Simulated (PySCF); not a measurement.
**[La(H2O)8]3+: other functionals and bases at one geometry**

An exercise on one series of results from a longer session: the logs are not shown, and one member is left open.

Method: several levels, as the steps say, no spin–orbit coupling; program: PySCF 2.14.0.

2 further runs of the same task are left out: 1 for a known fault of the program, 1 that didn't finish.

## The system as given

25 atoms, charge 3, spin multiplicity 1.

Bond lengths: La1–O2 2.593 Å, La1–O5 2.593 Å, La1–O8 2.593 Å, La1–O11 2.593 Å, La1–O14 2.593 Å, La1–O17 2.593 Å, La1–O20 2.593 Å, La1–O23 2.593 Å, O2–H3 0.982 Å, O2–H4 0.982 Å, O5–H6 0.982 Å, O5–H7 0.982 Å, O8–H9 0.982 Å, O8–H10 0.982 Å, O11–H12 0.982 Å, O11–H13 0.982 Å, O14–H15 0.982 Å, O14–H16 0.982 Å and more. Angles: O2–La1–O5 75.2°, O2–La1–O8 119.2°, O2–La1–O11 75.2°, O2–La1–O14 74.4°, O2–La1–O17 141.5°, O2–La1–O20 141.5°, O2–La1–O23 74.4°, O5–La1–O8 75.2°, O5–La1–O11 119.2°, O5–La1–O14 74.4°, O5–La1–O17 74.4°, O5–La1–O20 141.5°, O5–La1–O23 141.5°, O8–La1–O11 75.2°, O8–La1–O14 141.5°, O8–La1–O17 74.4°, O8–La1–O20 74.4°, O8–La1–O23 141.5° and more.

As a file:

```xyz
25

La    0.0000    0.0000    0.0000
O     2.2358    0.0000    1.3124
H     2.4272    0.0000    2.2759
H     3.1265    0.0001    0.8991
O     0.0000    2.2358    1.3124
H     0.0000    2.4272    2.2759
H    -0.0001    3.1265    0.8991
O    -2.2358    0.0000    1.3124
H    -2.4272    0.0000    2.2759
H    -3.1265   -0.0001    0.8991
O     0.0000   -2.2358    1.3124
H     0.0000   -2.4272    2.2759
H     0.0001   -3.1265    0.8991
O     1.5809    1.5810   -1.3124
H     2.2107    2.2108   -0.8991
H     1.7163    1.7163   -2.2759
O    -1.5810    1.5809   -1.3124
H    -2.2108    2.2107   -0.8991
H    -1.7163    1.7163   -2.2759
O    -1.5809   -1.5810   -1.3124
H    -2.2107   -2.2108   -0.8991
H    -1.7163   -1.7163   -2.2759
O     1.5810   -1.5809   -1.3124
H     2.2108   -2.2107   -0.8991
H     1.7163   -1.7163   -2.2759
```

Formal oxidation states: La +3. The 4f shell is empty and lies in the core potential. An earlier session relaxed this geometry at PBE, La lcecp-1-SVP with ECP46, O def2-SVP, H def2-SVP (singlet, point group D4d). Its vibrations showed it to be a saddle point, relaxed within its symmetry.

At PBE on the finer grid: E = -641.198747 Eh, HOMO -18.50 eV, LUMO -13.16 eV, Mulliken charge on La1 +0.86 e, largest force component 0.004 eV/Å. The large-core potential holds the 4f shell empty.

Levels to run: revPBE; BLYP; PBE0; B3LYP. Hardware: 4 threads of Arm Neoverse V2, shared host.

Set-up of the first run:

The input, run.py (the lines that set the calculation):

```python
mol = gto.M(atom='''
La     0.00000     0.00000     0.00000
O      2.23579     0.00004     1.31242
H      2.42718     0.00004     2.27586
H      3.12648     0.00005     0.89912
O     -0.00004     2.23579     1.31242
H     -0.00004     2.42718     2.27586
H     -0.00005     3.12648     0.89912
O     -2.23579    -0.00004     1.31242
H     -2.42718    -0.00004     2.27586
H     -3.12648    -0.00005     0.89912
O      0.00004    -2.23579     1.31242
H      0.00004    -2.42718     2.27586
H      0.00005    -3.12648     0.89912
O      1.58092     1.58097    -1.31242
H      2.21072     2.21079    -0.89912
H      1.71625     1.71630    -2.27586
O     -1.58097     1.58092    -1.31242
H     -2.21079     2.21072    -0.89912
H     -1.71630     1.71625    -2.27586
O     -1.58092    -1.58097    -1.31242
H     -2.21072    -2.21079    -0.89912
H     -1.71625    -1.71630    -2.27586
O      1.58097    -1.58092    -1.31242
H      2.21079    -2.21072    -0.89912
H      1.71630    -1.71625    -2.27586''',
    basis={'La': 'lcecp-1-SVP', 'O': 'def2-SVP', 'H': 'def2-SVP'},
    ecp={'La': 'lcecp-1-SVP'},
    charge=3, spin=0)
mf = dft.RKS(mol, xc='PBE_R,PBE')
mf.grids.atom_grid = (75, 302)  # f atoms: unpruned, at least (60, 302)
mf = mf.density_fit()  # fitting sets: La AutoAux, O def2-universal-JKFIT, H def2-universal-JKFIT
mf.conv_tol = 1e-08; mf.max_cycle = 55
mf.kernel(dm0)  # dm0: the density of the relaxed state
```

Started as:

```console
$ OMP_NUM_THREADS=4 python run.py
```

Steps of the session up to this table: revPBE; BLYP; PBE0; B3LYP.

One table of the session follows, with a row left open; its other results are not shown here.

```
             level  HOMO (eV)  gap (eV)  charge on La1 (e)  largest force component (eV/Å)
PBE (relaxed here)     -18.50      5.34               0.86                            0.00
            revPBE     -18.47      5.43               0.94                            0.12
              BLYP     -18.39      5.35               0.84                            0.11
              PBE0          ?         ?                  ?                               ?
             B3LYP     -20.09      7.57               1.07                            0.42
```

Estimate the missing values for PBE0.

**Answer.** HOMO (eV): -20.42; gap (eV): 8.15; charge on La1 (e): 1.15; largest force component (eV/Å): 0.51. In the column «HOMO (eV)» it is the lowest.

In one basis the HOMO–LUMO gap runs from 5.34 eV (PBE) to 8.15 eV (PBE0). The largest leftover force, 0.51 eV/Å with PBE0, stands at a geometry relaxed at another level. With 4f in the core, its levels are missing from HOMO and gap, and its count is fixed, so no charge can pass from the ligands into it. Total energies of different levels can't be compared.
